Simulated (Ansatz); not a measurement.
Turn this script for the Ansatz DFT code, driven from Python into the input file that the command-line program reads.

Script `scf_gaag3.py`:
```python
"""SCF run for GaAg3."""

import warnings

import ansatz as az
from ase import Atoms
from ase.io import write
import numpy as np

XC = "mr2scan"
FILLING = "tetrahedron"
MIXING_BETA = 0.2
EXTRA_BANDS = 16

warnings.simplefilter("ignore", az.DeckWarning)

lattice = az.Lattice.of(
    [4.081295, 0.0, 0.0],
    [0.0, 4.081295, 0.0],
    [0.0, 0.0, 4.081295],
)
sites = [
    ("Ga", [0.0, 0.0, 0.0]),
    ("Ag", [0.5, 0.0, 0.5]),
    ("Ag", [0.0, 0.5, 0.5]),
    ("Ag", [0.5, 0.5, 0.0]),
]
structure = az.Crystal(lattice=lattice)
for symbol, position in sites:
    structure = structure.atom(symbol, position)

# functional, basis and sampling
base = (
    structure.calculation()
    .functional(XC)
    .kpoints(5, shift=0.5)
    .occupations(FILLING)
    .mixing("broyden", beta=MIXING_BETA)
    .scf(extra_bands=EXTRA_BANDS)
    .compute(density=True, band_table=True)
)
res = base.run()
data = res.report

print("%-22s %14.5f eV" % ("F = E - TS", data["free_energy_ev"]))
print("%-22s %14.5f eV" % ("E", data["internal_energy_ev"]))
print("%-22s %14.5f eV" % ("Harris-Foulkes", data["harris_foulkes_ev"]))
print("%-22s %14.5f eV" % ("Fermi level", data["fermi_energy_ev"]))

image = Atoms([s.symbol for s in res.lattice.sites], positions=[s.position_ang for s in res.lattice.sites], cell=res.lattice.cell_ang, pbc=True)
write("final.extxyz", image)

rho = res.density()
total = sum(ch.density_e_per_ang3 for ch in rho.channels[:2]) if len(rho.channels) < 3 else rho.channels[0].density_e_per_ang3
print("grid", rho.dims, "electrons", round(float(total.mean() * rho.cell_volume_ang3), 4))
profile = total.mean(axis=(1, 2))
print("planar average along grid axis 0 (e/A^3):")
print(np.array2string(profile[:: max(len(profile) // 16, 1)], precision=4))

table = np.array(data["eigenvalues_ev"]) - data["fermi_energy_ev"]
filling = np.array(data["occupations"])
weights = np.tile(data["kweights"], len(table) // len(data["kweights"]))
print("band   lowest  highest (eV from E_F)  electrons")
for band in range(table.shape[1]):
    if table[:, band].max() > -8:
        print(f"{band + 1:4d} {table[:, band].min():8.3f} {table[:, band].max():8.3f} {weights @ filling[:, band]:18.4f}")
print("electrons counted from the table:", round(float(weights @ filling.sum(axis=1)), 5))
```

Output of `python scf_gaag3.py`:
```text
F = E - TS               -26602.01964 eV
E                        -26602.01710 eV
Harris-Foulkes           -26602.01964 eV
Fermi level                  16.11166 eV
grid (30, 30, 30) electrons 70.0
planar average along grid axis 0 (e/A^3):
[2.2104 1.9748 1.4578 0.965  0.6177 0.4041 0.2913 0.2518 0.2658 0.345
 0.5326 0.8589 1.3024 1.7771 2.1498 2.2921 2.1498 1.7771 1.3024 0.8589
 0.5326 0.345  0.2658 0.2518 0.2913 0.4041 0.6177 0.965  1.4578 1.9748]
band   lowest  highest (eV from E_F)  electrons
  18   -9.677   -7.823             2.0000
  19   -7.139   -6.276             2.0000
  20   -6.576   -6.120             2.0000
  21   -6.576   -6.032             2.0000
  22   -6.460   -5.591             2.0000
  23   -6.229   -5.591             2.0000
  24   -6.229   -5.410             2.0000
  25   -5.636   -4.760             2.0000
  26   -5.404   -4.760             2.0000
  27   -5.342   -4.760             2.0000
  28   -5.048   -4.258             2.0000
  29   -4.781   -4.258             2.0000
  30   -4.781   -3.699             2.0000
  31   -4.520   -3.699             2.0000
  32   -4.462   -3.699             2.0000
  33   -4.174   -2.438             2.0000
  34   -3.626   -0.983             2.0000
  35   -2.438    1.618             1.4382
  36   -1.744    2.181             0.5521
  37   -0.675    4.062             0.0097
  38    2.320    5.936             0.0000
  39    2.320    6.247             0.0000
  40    2.320    7.669             0.0000
  41    7.190   13.672             0.0000
  42    8.067   13.672             0.0000
  43    9.535   13.672             0.0000
  44    9.903   15.490             0.0000
  45   11.082   15.679             0.0000
  46   12.575   15.679             0.0000
  47   13.981   15.679             0.0000
  48   14.922   17.768             0.0000
  49   14.933   17.768             0.0000
  50   16.171   18.248             0.0000
  51   17.358   19.072             0.0000
electrons counted from the table: 70.0
```

`input.yaml`:
```yaml
crystal:
  lattice:
    - [4.081295, 0.0, 0.0]
    - [0.0, 4.081295, 0.0]
    - [0.0, 0.0, 4.081295]
  atoms:
    - { symbol: Ga, position: [0.0, 0.0, 0.0] }
    - { symbol: Ag, position: [0.5, 0.0, 0.5] }
    - { symbol: Ag, position: [0.0, 0.5, 0.5] }
    - { symbol: Ag, position: [0.5, 0.5, 0.0] }
kpoints:
  mp_grid: { grid: [5, 5, 5], shift: [0.5, 0.5, 0.5] }
hamiltonian:
  xc: mr2scan
scf:
  n_extra_bands: 16
  mixing: { algorithm: broyden, beta: 0.2 }
  occupations: { method: tetrahedron }
output:
  write_density: true
  eigenvalues: true
```

On the command line:
```console
$ ansatz run input.yaml --threads 1 --pin off --max-ram 3072MiB --backend cpu --events-out ev --progress --plain --runs-dir out
scf.n_extra_bands = 16 over 35 filled bands (N_el = 70.0): the run solves 51 bands
Engine: ansatz 0.2.0, aarch64-unknown-linux-gnu
Pseudopotentials: kind: paw
Pseudopotential: Ga, paw, valence charge 13, recommended cutoff 500 eV (meta_gga), Ga.paw.azcp
Pseudopotential: Ag, paw, valence charge 19, recommended cutoff 500 eV (meta_gga), Ag.paw.azcp
Functional definition: m-r2SCAN
  exchange = m_r2scan_x
  correlation = m_r2scan_c
Crystal: 4 atoms, lattice volume = 67.982 Å³
Basis set: ecut = 500 eV, 1743 PW (Γ), exchange–correlation on 120×120×120 points (64 copies of the dense FFT grid, shifted against one another)
Bands: 51, of which v1, the nominal top of the filled ones, is band 35 counted from 1 (34 counted from 0)
Symmetry: 48 space group operations
Space group: Pm-3m (ITA 221), of the structure as read, at distance tolerance 4.1e-5 Å
k-points: 10 of 125
Non-local potential: Ga, projectors of the file, l = 0: 2, l = 1: 2, l = 2: 3, l = 3: 1
Non-local potential: Ag, projectors of the file, l = 0: 3, l = 1: 2, l = 2: 2, l = 3: 1
PAW form: soft (Blöchl's): semilocal exchange-correlation on the pseudo side does not see the compensation charge
PAW frozen core: Ga, regenerated for the run's functional (the file was generated under x = pbe(κ = 0.804, μ = 0.2195149727645171), c = pbe(β = 0.06672455060314922))
PAW frozen core: Ag, regenerated for the run's functional (the file was generated under x = pbe(κ = 0.804, μ = 0.2195149727645171), c = pbe(β = 0.06672455060314922))
PAW one-centre angular grid: Ga, 590 points (default); XC on 160 Gauss nodes
PAW one-centre angular grid: Ag, 590 points (default); XC on 160 Gauss nodes
Initial density: superposition of atomic densities (neutral atoms: chi_scale 0, normalization atom), corrected by the library's trained network
Initial wavefunctions: pseudopotential atomic-orbital guess
Functional: x = mr2scan, c = mr2scan; τ floored in thin density (d = 2e-4 eV/Å³)
SCF iter   1: F=—  HF=-26602.024410 eV  |F-HF|=—  |Δ(HF+E_count)|=         —  Δρ=1.10e-2  dr2=6.52e-2  dr2_τ=2.63e-3  ethr=1.77e-3  ⟨swp⟩=5.8  Hψ=1911  notcnv=0  defer=30
preconditioner: auto → Kerker (q_TF=auto, 2.742 Å⁻¹)  [metal: no gap  n_scr=26 (ndim 8)  ℏωp=30.5 eV  f_vac=0.000]
SCF iter   2: F=—  HF=-26602.023161 eV  |F-HF|=—  |Δ(HF+E_count)|=   1.25e-3  Δρ=8.29e-3  dr2=3.51e-2  dr2_τ=2.11e-3  ethr=9.31e-5  ⟨swp⟩=2.0  Hψ=655  notcnv=0  defer=81  κ⁻¹=1.0e0(r=1)
SCF iter   3: F=—  HF=-26602.019756 eV  |F-HF|=—  |Δ(HF+E_count)|=   3.40e-3  Δρ=4.58e-3  dr2=9.61e-3  dr2_τ=5.04e-4  ethr=5.01e-5  ⟨swp⟩=2.0  Hψ=738  notcnv=0  defer=81  κ⁻¹=1.9e-1(r=2)
SCF iter   4: F=—  HF=-26602.019237 eV  |F-HF|=—  |Δ(HF+E_count)|=   5.19e-4  Δρ=2.33e-3  dr2=1.73e-3  dr2_τ=1.58e-4  ethr=1.37e-5  ⟨swp⟩=2.0  Hψ=734  notcnv=0  defer=81  κ⁻¹=6.3e-3(r=3)
SCF iter   5: F=—  HF=-26602.019223 eV  |F-HF|=—  |Δ(HF+E_count)|=   1.40e-5  Δρ=1.11e-3  dr2=7.11e-4  dr2_τ=3.21e-5  ethr=2.48e-6  ⟨swp⟩=2.0  Hψ=738  notcnv=0  defer=81  κ⁻¹=2.0e-3(r=4)
SCF iter   6: F=—  HF=-26602.019458 eV  |F-HF|=—  |Δ(HF+E_count)|=   2.36e-4  Δρ=5.58e-4  dr2=3.86e-4  dr2_τ=8.28e-6  ethr=1.02e-6  ⟨swp⟩=2.0  Hψ=738  notcnv=0  defer=81  κ⁻¹=9.8e-4(r=5)
SCF iter   7: F=—  HF=-26602.019577 eV  |F-HF|=—  |Δ(HF+E_count)|=   1.18e-4  Δρ=4.11e-4  dr2=1.22e-4  dr2_τ=2.26e-6  ethr=5.52e-7  ⟨swp⟩=2.7  Hψ=755  notcnv=0  defer=81  κ⁻¹=3.5e-5(r=6)
SCF iter   8: F=—  HF=-26602.019610 eV  |F-HF|=—  |Δ(HF+E_count)|=   3.33e-5  Δρ=1.80e-4  dr2=2.55e-5  dr2_τ=9.47e-7  ethr=1.74e-7  ⟨swp⟩=2.5  Hψ=733  notcnv=0  defer=81  κ⁻¹=1.6e-5(r=7)
SCF iter   9: F=—  HF=-26602.019618 eV  |F-HF|=—  |Δ(HF+E_count)|=   7.88e-6  Δρ=1.22e-4  dr2=3.11e-6  dr2_τ=1.03e-6  ethr=3.65e-8  ⟨swp⟩=3.0  Hψ=810  notcnv=0  defer=81  κ⁻¹=1.5e-5(r=8)
SCF iter  10: F=—  HF=-26602.019625 eV  |F-HF|=—  |Δ(HF+E_count)|=   6.99e-6  Δρ=9.20e-5  dr2=1.92e-6  dr2_τ=5.41e-7  ethr=4.45e-9  ⟨swp⟩=2.5  Hψ=658  notcnv=0  defer=81  κ⁻¹=1.0e-5(r=8)
SCF iter  11: F=—  HF=-26602.019647 eV  |F-HF|=—  |Δ(HF+E_count)|=   2.18e-5  Δρ=2.21e-5  dr2=2.33e-7  dr2_τ=1.32e-8  ethr=2.74e-9  ⟨swp⟩=3.0  Hψ=918  notcnv=0  defer=81  κ⁻¹=2.4e-7(r=8)
SCF iter  12: F=—  HF=-26602.019648 eV  |F-HF|=—  |Δ(HF+E_count)|=   8.39e-7  Δρ=1.42e-5  dr2=9.63e-8  dr2_τ=8.91e-9  ethr=1.43e-10  ⟨swp⟩=6.7  Hψ=1603  notcnv=0  κ⁻¹=2.0e-6(r=8)
SCF iter  13: F=—  HF=-26602.019645 eV  |F-HF|=—  |Δ(HF+E_count)|=   2.09e-6  Δρ=5.73e-6  dr2=1.09e-8  dr2_τ=8.94e-10  ethr=1.38e-10  ⟨swp⟩=2.4  Hψ=916  notcnv=0  κ⁻¹=1.0e-5(r=8)
SCF iter  14: F=—  HF=-26602.019645 eV  |F-HF|=—  |Δ(HF+E_count)|=   4.53e-7  Δρ=5.26e-6  dr2=8.60e-9  dr2_τ=9.15e-10  ethr=1.56e-11  ⟨swp⟩=2.0  Hψ=907  notcnv=0  κ⁻¹=8.0e-7(r=8)
SCF iter  15: F=-26602.019645 eV  HF=-26602.019645 eV  |F-HF|=3.10e-9  |Δ(HF+E_count)|=   5.01e-7  Δρ=1.59e-6  dr2=1.22e-9  dr2_τ=9.24e-11  ethr=1.23e-11  ⟨swp⟩=3.0  Hψ=1070  notcnv=0
SCF 1 converged in 15 iterations: F = -26602.019645 eV  dr2 = 1.22e-9
  greatest PAW one-centre occupation: 1.000 electrons in one spin orbital (limit 2), on the Ag atom at site 3 (counted from 0), in its partial waves of l = 1
SCF converged after 15 iterations
Stability not checked: this state was not tested for a lower state beside it, because cold or Methfessel-Paxton smearing, or corrected tetrahedra, fill the levels in a way that the test cannot read (fill_not_monotonic; see scf.lower_state_search)
Free energy (F): -26602.019645 eV
Harris-Foulkes:  -26602.019645 eV  (|F-HF|=3.10e-9)
Internal energy: -26602.017102 eV  (E = F + TS)
E sigma→0 (E₀):  -26602.019645 eV
Entropy (-TS):   -0.002542 eV (-0.636 meV/atom)
Fermi energy:    16.111665 eV
--- Per-component energies (eV) ---
  E_band       = -820.224393
  E_kinetic    = 1697.599109
  E_local      = -8473.754784  (includes V_loc(G=0)·N_el)
  E_nonlocal   = 668.928746
  E_hartree    = 3889.379233
  E_xc         = -597.596620
  E_vxc        = -848.746908  (∫ρ·V_xc dr)
  E_paw        = -13768.991027  (= ΣΔE_a)
  E_vpaw       = -1703.293357  (= ΣTr[D̂ρ^β])
  E_aug_tail   = 0.000132  (compensation charges beyond the density's cutoff)
  E_vtau       = 60.285009  (kinetic-family band-sum trace: ∫τ·v_τ [+ j·A + Jᵃ·Aᵃ] dr)
  E_ewald      = -10015.400888
  E_core_change = -2.181002  (= ΣΔE_core)
  E_smearing   = -0.002542  (= −TS)
  E_closure    = 0.000000  (closes the sum)
  Σ components = -26602.019645   (vs F -26602.019645, Δ=0.00e0)
--- Band table (eV; the first three rows and the last of 10) ---
  k-point 0: bands = ["-78.9926", "-78.9762", "-78.9762", "-41.6550", "-41.6459", "-41.6459", "-41.5991", "-41.5991", "-41.5922", "-41.5458", "-41.5340", "-41.5340", "0.4183", "0.4183", "0.4250", "0.4250", "0.4252", "6.4347", "8.9724", "9.5531", "9.6521", "9.6521", "9.8823", "9.8823", "11.0209", "11.2818", "11.2818", "11.8537", "11.8537", "12.1982", "12.2758", "12.2758", "12.5624", "15.1288", "15.7302", "15.7302", "19.6690", "21.9985", "21.9985", "23.0787", "24.1783", "24.1783", "26.0144", "26.0144", "27.5849", "30.3338", "31.2279", "31.2279", "31.7830", "32.7746", "33.4696"]
  k-point 1: bands = ["-78.9899", "-78.9789", "-78.9762", "-41.6483", "-41.6359", "-41.6281", "-41.6074", "-41.5994", "-41.5876", "-41.5668", "-41.5407", "-41.5383", "0.4222", "0.4257", "0.4281", "0.4289", "0.4354", "7.1359", "9.3218", "9.6476", "9.7574", "9.8770", "9.8905", "10.2628", "10.7526", "11.0284", "11.3182", "11.4726", "11.5196", "11.6582", "11.8414", "12.0299", "12.5021", "13.0829", "16.6697", "17.0207", "20.1739", "21.4053", "21.6517", "22.5556", "24.0487", "25.3864", "25.6466", "26.1116", "27.6566", "29.2543", "31.0702", "32.3743", "32.6917", "33.4098", "33.6445"]
  k-point 2: bands = ["-78.9871", "-78.9816", "-78.9761", "-41.6366", "-41.6248", "-41.6239", "-41.6164", "-41.5926", "-41.5854", "-41.5839", "-41.5454", "-41.5444", "0.4261", "0.4268", "0.4298", "0.4301", "0.4452", "7.9154", "9.2146", "9.7064", "9.8647", "9.9275", "10.1622", "10.6170", "10.7055", "10.7081", "10.8808", "11.2393", "11.4880", "11.5848", "11.6415", "11.7912", "11.9381", "12.4860", "17.7297", "18.2930", "19.4842", "20.0271", "20.9661", "23.0990", "23.9179", "24.5267", "26.4034", "27.7467", "29.2285", "29.8173", "30.2504", "31.0342", "31.0451", "32.8538", "34.3265"]
  k-point 9: bands = ["-78.9816", "-78.9816", "-78.9816", "-41.6732", "-41.6536", "-41.6536", "-41.6536", "-41.5559", "-41.5559", "-41.5559", "-41.5273", "-41.5273", "0.4119", "0.4119", "0.4119", "0.4549", "0.4549", "7.6112", "9.5353", "9.5353", "9.5353", "10.5211", "10.5211", "10.5211", "11.3512", "11.3512", "11.3512", "11.5813", "11.5813", "12.4123", "12.4123", "12.4123", "13.6740", "13.6740", "13.6740", "14.8480", "15.4366", "18.4320", "18.4320", "18.4320", "29.7832", "29.7832", "29.7832", "31.6012", "31.7903", "31.7903", "31.7903", "33.8795", "33.8795", "34.3598", "34.3598"]
```

Notes:
- These settings explore the input space; cutoff and mesh may be short of convergence.
- For a metal this k-point mesh is coarse: on a finer one energies can move by several to tens of meV an atom and pressures by half a GPa or more, differences at one mesh by less.
- The zero of the levels is a convention of the potentials, so an absolute Fermi energy is no work function.
- Grid values close to the nuclei reflect the PAW or pseudopotential construction, not the all-electron fields.
- This cell is a computed structure, which may not be the phase found in nature.
- Gaps and levels are Kohn-Sham values on a finite set of k-points, without spin-orbit coupling.
- Wall time of the script: 8.1 s on 1 thread of Arm Neoverse V2, with other jobs on the host, peak memory 0.52 GiB.

(Lines on the test bed's own set-up are left out of the output.)
